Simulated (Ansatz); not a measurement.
# Alloy of GaP and GaN (1 of 8 P sites exchanged), 16 atoms with displaced atoms

Aim: a base single point, then the same cell under other settings, to see what each one moves.

Method: density functional theory in Ansatz 0.2.0, PAW datasets, plane waves.

## 1. Starting point

16 atoms (8 Ga, 7 P, 1 N); a = 10.632 Å, b = 5.316 Å, c = 5.316 Å, α = 90.00°, β = 90.00°, γ = 90.00°. All atoms were shaken off their sites by about 0.07 Å along each axis.

Structure file:

```cif
data_structure
_symmetry_space_group_name_H-M 'P 1'
_symmetry_Int_Tables_number 1
_cell_length_a 10.6325
_cell_length_b 5.3162
_cell_length_c 5.3162
_cell_angle_alpha 90.000
_cell_angle_beta 90.000
_cell_angle_gamma 90.000
_cell_volume 300.50
loop_
_atom_site_label
_atom_site_type_symbol
_atom_site_fract_x
_atom_site_fract_y
_atom_site_fract_z
_atom_site_occupancy
Ga1 Ga 0.00478 0.99607 0.01732 1
Ga2 Ga 0.49618 0.98803 0.00331 1
Ga3 Ga 0.25317 0.50675 0.00365 1
Ga4 Ga 0.74135 0.49036 0.99720 1
Ga5 Ga 0.24066 0.98545 0.50303 1
Ga6 Ga 0.75528 0.01135 0.50981 1
Ga7 Ga 0.00672 0.49526 0.49230 1
Ga8 Ga 0.48781 0.48615 0.52420 1
P1 P 0.13788 0.24447 0.23656 1
P2 P 0.37263 0.74603 0.25864 1
P3 P 0.87241 0.74752 0.24674 1
P4 P 0.36955 0.25088 0.74956 1
P5 P 0.87475 0.22223 0.74337 1
P6 P 0.13382 0.72712 0.74648 1
P7 P 0.62255 0.74085 0.73425 1
N1 N 0.63842 0.23369 0.25790 1
```

## 2. PBEsol on the given atoms

File in.yaml:

```yaml
crystal:
  lattice:
    - [10.632480, 0.000000, 0.000000]
    - [0.000000, 5.316240, 0.000000]
    - [0.000000, 0.000000, 5.316240]
  atoms:
    - { symbol: Ga, position: [0.004777, 0.996074, 0.017319] }
    - { symbol: Ga, position: [0.496178, 0.988032, 0.003308] }
    - { symbol: Ga, position: [0.253170, 0.506755, 0.003655] }
    - { symbol: Ga, position: [0.741351, 0.490357, 0.997199] }
    - { symbol: Ga, position: [0.240663, 0.985448, 0.503028] }
    - { symbol: Ga, position: [0.755275, 0.011352, 0.509807] }
    - { symbol: Ga, position: [0.006718, 0.495259, 0.492300] }
    - { symbol: Ga, position: [0.487809, 0.486152, 0.524204] }
    - { symbol: P, position: [0.137882, 0.244468, 0.236561] }
    - { symbol: P, position: [0.372632, 0.746025, 0.258639] }
    - { symbol: P, position: [0.872409, 0.747516, 0.246742] }
    - { symbol: P, position: [0.369554, 0.250878, 0.749563] }
    - { symbol: P, position: [0.874749, 0.222230, 0.743373] }
    - { symbol: P, position: [0.133819, 0.727124, 0.746478] }
    - { symbol: P, position: [0.622555, 0.740852, 0.734249] }
    - { symbol: N, position: [0.638419, 0.233689, 0.257902] }
  symmetry: { detect: false }
kpoints:
  mp_grid: { grid: [1, 1, 1], shift: [0.25, 0.25, 0.25] }
hamiltonian:
  xc: pbesol
scf:
  occupations: { method: fermi_dirac, width: 0.01 }
output:
  forces: true
  eigenvalues: true
  stress: true
  populations: true
```

Started as:

```sh
$ ansatz run in.yaml --threads 2 --pin off --max-ram 20900MiB --runs-dir r --events-out ev --progress --plain
```

## 3. Changed settings: xc grid 1, functional Hartree–Fock

in.yaml, as its differences from that of step 2:

```diff
@@ -25,6 +25,8 @@
   mp_grid: { grid: [1, 1, 1], shift: [0.25, 0.25, 0.25] }
+basis: { xc_grid: 1 }
 hamiltonian:
-  xc: pbesol
+  xc: hf
 scf:
   occupations: { method: fermi_dirac, width: 0.01 }
+  max_iter: 60
 output:
@@ -33,2 +35 @@
   stress: true
-  populations: true
```

## 4. Run again with mixer broyden

in.yaml, as its differences from that of step 3:

```diff
@@ -25,8 +25,8 @@
   mp_grid: { grid: [1, 1, 1], shift: [0.25, 0.25, 0.25] }
-basis: { xc_grid: 1 }
 hamiltonian:
-  xc: hf
+  xc: pbesol
 scf:
   occupations: { method: fermi_dirac, width: 0.01 }
-  max_iter: 60
+  max_iter: 90
+  mixing: { algorithm: broyden }
 output:
```

## 5. Run again with functional LDA, occupations cold

in.yaml, as its differences from that of step 4:

```diff
@@ -26,7 +26,6 @@
 hamiltonian:
-  xc: pbesol
+  xc: lda
 scf:
-  occupations: { method: fermi_dirac, width: 0.01 }
+  occupations: { method: cold, width: 0.01 }
   max_iter: 90
-  mixing: { algorithm: broyden }
 output:
```

## 6. Changed settings: 4 extra bands, density cutoff ratio 1, k points 2×2×2

in.yaml, as its differences from that of step 5:

```diff
@@ -22,10 +22,11 @@
     - { symbol: N, position: [0.638419, 0.233689, 0.257902] }
-  symmetry: { detect: false }
 kpoints:
-  mp_grid: { grid: [1, 1, 1], shift: [0.25, 0.25, 0.25] }
+  mp_grid: { grid: [2, 2, 2] }
+basis: { ecutrho_ratio: 1 }
 hamiltonian:
-  xc: lda
+  xc: pbesol
 scf:
-  occupations: { method: cold, width: 0.01 }
-  max_iter: 90
+  occupations: { method: fermi_dirac, width: 0.01 }
+  max_iter: 60
+  n_extra_bands: 4
 output:
```

## 7. Variant: charge changed by -2, k points Γ alone

in.yaml, as its differences from that of step 6:

```diff
@@ -23,10 +23,9 @@
 kpoints:
-  mp_grid: { grid: [2, 2, 2] }
-basis: { ecutrho_ratio: 1 }
+  mp_grid: { grid: [1, 1, 1] }
 hamiltonian:
   xc: pbesol
+total_charge: -2
 scf:
   occupations: { method: fermi_dirac, width: 0.01 }
-  max_iter: 60
-  n_extra_bands: 4
+  max_iter: 50
 output:
@@ -35 +34,5 @@
   stress: true
+  write_density: true
+  write_potential: true
+  elf: true
+  volumetric_format: npy
```

Before running it: what results should come out? Wanted: for each run, settings; status; energy from base; forces from base.

**Answer**, as computed:

| settings | status | cycles | time | energy from base (meV/atom) | forces from base (eV/Å rms) | filled to empty level on the mesh (eV) |
| --- | --- | --- | --- | --- | --- | --- |
| base | converged | 9 | 2.6 s (2 CPU threads) | 0 | 0 | 2.12 |
| xc grid 1, functional Hartree–Fock | converged | 36 | 31 s (GPU) | - | 0.351 | 9.67 |
| mixer broyden | converged | 10 | 2.3 s (2 CPU threads) | 0.0 | 0.000 | 2.12 |
| functional LDA, occupations cold | converged | 9 | 1.9 s (2 CPU threads) | - | 0.034 | 2.08 |
| 4 extra bands, density cutoff ratio 1, k points 2×2×2 | converged, settings too loose | 9 | 12 s (GPU) | -994.1 | 0.315 | 0.60 |
| charge changed by -2, k points Γ alone | converged | 11 | 2.1 s (2 CPU threads) | - | 0.403 | 0.47 |

**Reading.** Among these variants the forces move most with charge changed by -2, k points Γ alone (0.403 eV/Å rms) and least with mixer broyden (0.000). The base mesh is coarse for so small a cell, so pressure, spacing and their changes aren't converged values of the solid.
